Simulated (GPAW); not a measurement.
Runs of GPAW 26.7.0 on NiMoIrPdW. The structure is trigonal, space group P3m1 (No. 156). The conventional cell has a = 2.766 Å, b = 2.766 Å, c = 11.023 Å, α = 90.00°, β = 90.00°, γ = 120.00°. Ni (site symmetry 3m) is surrounded by 3 Mo at 2.60 Å and 3 Pd at 2.71 Å and 6 Ni at 2.77 Å. Mo (site symmetry 3m) is surrounded by 3 Ni at 2.60 Å and 6 Mo at 2.77 Å and 3 Ir at 2.82 Å. Pd (site symmetry 3m) has 3 Ni at 2.71 Å and 3 W at 2.74 Å and 6 Pd at 2.77 Å as nearest neighbours. Around Ir (site symmetry 3m) lie 3 W at 2.74 Å and 6 Ir at 2.77 Å and 3 Mo at 2.82 Å. Around W (site symmetry 3m) lie 3 Pd at 2.74 Å and 3 Ir at 2.74 Å and 6 W at 2.77 Å. The cell was built by a generator and needn't be a form met in nature.

| task | level | potentials or basis | k mesh | ranks | band path | band points | mesh quality | gap on the mesh (eV) | pressure (GPa) | moment (μB) | largest force (eV/Å) |
| --- | --- | --- | --- | --- | --- | --- | --- | --- | --- | --- | --- |
| single point | PBE | GPAW PAW data sets (gpaw-data 1.2.1), pw | 6 × 6 × 2 | - | - | - | coarse | none | -0.5 | 0.00 | 0.47 |
| band structure | r2SCAN | GPAW PAW data sets (gpaw-data 1.2.1), pw | 8 × 8 × 2 | 8 | GMKGALHA,LM,KH | 60 | not flagged | - | -3.7 | 0.50 | (a) |
| band structure | AM05 | PAW data sets generated in the run's folder for this functional, pw | 8 × 8 × 2 | 8 | GMKGALHA,LM,KH | 60 | not flagged | - | (c) | 0.00 | 0.14 |
| band structure | PBE | GPAW PAW data sets (gpaw-data 1.2.1), pw | 8 × 8 × 2 | 8 | GMKGALHA,LM,KH | 60 | not flagged | - | 0.0 | 0.00 | 0.08 |
| band structure | LDA | the program's PAW data sets (release 1.2.1) made for this functional, pw | 8 × 8 × 2 | 8 | GMKGALHA,LM,KH | 60 | not flagged | - | -15.0 | 0.00 | (d) |
| single point | PBE+D4 | GPAW PAW data sets (gpaw-data 1.2.1), pw | 6 × 6 × 2 | - | - | - | coarse | none | (b) | 0.00 | 0.49 |
| single point | PBE+D3(BJ) | GPAW PAW data sets (gpaw-data 1.2.1), pw | 6 × 6 × 2 | - | - | - | coarse | none | -7.2 | 0.00 | 0.48 |
| band structure | PBEsol | PAW data sets generated in the run's folder for this functional, pw | 8 × 8 × 2 | 8 | GMKGALHA,LM,KH | 60 | not flagged | - | -8.9 | 0.00 | 0.10 |

Alike in all rows: spin collinear, ferromagnetic start; cell as given; cutoff (eV) 600; smearing fermi-dirac 0.05 eV.

Fill in the values left out.

(a) 0.11; (b) -6.1; (c) -10.4; (d) 0.17.

Caveats: some runs use coarse meshes; the stock nickel data set gives pressures a few GPa off other programs; pairwise dispersion overbinds metals, which lowers pressure and volume (some runs); the PAW data sets were made with another functional, which shifts forces and pressure a little (some runs).

A k mesh can miss the band edges, and the runs leave out spin-orbit coupling on Ir, Mo, Pd, W.

A gap of «none» marks a metal or a gap under the smearing width.

Not every run made on this cell is shown here.
